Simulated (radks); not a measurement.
**Excited configurations of Kr⁺**

One table from this session's results is given with a row withheld; the runs are named, their logs left out.

The numbers are computed with radks (a radial shooting solver on a logarithmic mesh, Libxc functionals) version 1 (Dirac Kohn-Sham, BLYP, spin-unpolarised, spherical densities, finite nucleus; open shells fill j = l - 1/2 first), except any that are marked as measured or tabulated.

3 further runs of the same task are left out: 3 that didn't finish.

**Starting point**

- element: krypton (Z = 36)
- charge: +1
- electrons: 35
- configuration: [Ar] 3d10 4s2 4p5
- nuclear rms radius: 4.1884 fm

Set-up of the first run:

Input:

```text
Z 36
configuration [Ar] 3d10 4s2 4p5
relativity Dirac
functional b88,lyp
spin unpolarised
j_filling energy
nucleus finite rms 4.1884 fm
c 137.035999084
```

Steps of the session up to this table: Ground configuration: [Ar] 3d10 4s2 4p5.

One table of the session follows, with a row left open; its other results are not shown here.

It belongs to the step «Ground configuration: [Ar] 3d10 4s2 4p5». Radial moments (bohr):

| level | <r> | outermost maximum (interpolated) | 90 % within | nodes |
| --- | --- | --- | --- | --- |
| 3s1/2 | 0.5303 | 0.467 | 0.789 | 2 |
| 3p1/2 | 0.5335 | 0.457 | 0.814 | 1 |
| 3p3/2 | 0.5440 | 0.466 | 0.830 | 1 |
| 3d3/2 | 0.5534 | 0.409 | 0.907 | 0 |
| 3d5/2 | 0.5573 | 0.412 | 0.913 | 0 |
| 4s1/2 | 1.536 | 1.33 | 2.27 | 3 |
| 4p1/2 | ? | ? | ? | ? |
| 4p3/2 | 1.846 | 1.52 | 2.80 | 2 |

Estimate the missing values for 4p1/2.

The run gave: <r>: 1.808; outermost maximum (interpolated): 1.49; 90 % within: 2.75; nodes: 2. In the column «<r>» it lies between 4s1/2 (1.536) and 4p3/2 (1.846).

Caveats from the session: Spin polarisation and multiplet splitting are left out, so open shells lie too high by an amount that depends on their filling.
